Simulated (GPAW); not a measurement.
Crystal: TaTe.

```xyz
2
Lattice="3.4201 0.0000 0.0000 0.0000 3.4201 0.0000 0.0000 0.0000 3.4201" Properties=species:S:1:pos:R:3 pbc="T T T"
Ta    1.7100    1.7100    1.7100
Te    0.0000    0.0000    0.0000
```

The cell was built by a generator and needn't be a form met in nature.

Base run:

* Program: GPAW 26.7.0
* Functional: PBEsol
* Potentials or basis: PAW data sets generated in the run's folder for this functional
* Cutoff: 600 eV
* Basis: pw
* k mesh: 8 × 8 × 8
* Occupations: fermi-dirac, width 0.05 eV
* Spin: no spin polarisation
* Hubbard terms: Ta d U = 6 eV

Its results: band gap on the k mesh none (metal or under the smearing width); pressure 5.5 GPa.

Question: The run is repeated on the same cell with these changes: hubbard terms from Ta d U = 6 eV to Ta d U = 3 eV. What comes out?

Answer: Band gap on the k mesh none (metal or under the smearing width); pressure -1.7 GPa.

Caveats: U without spin polarisation on a metal has little footing; the U is typed as a test and isn't derived for this compound.
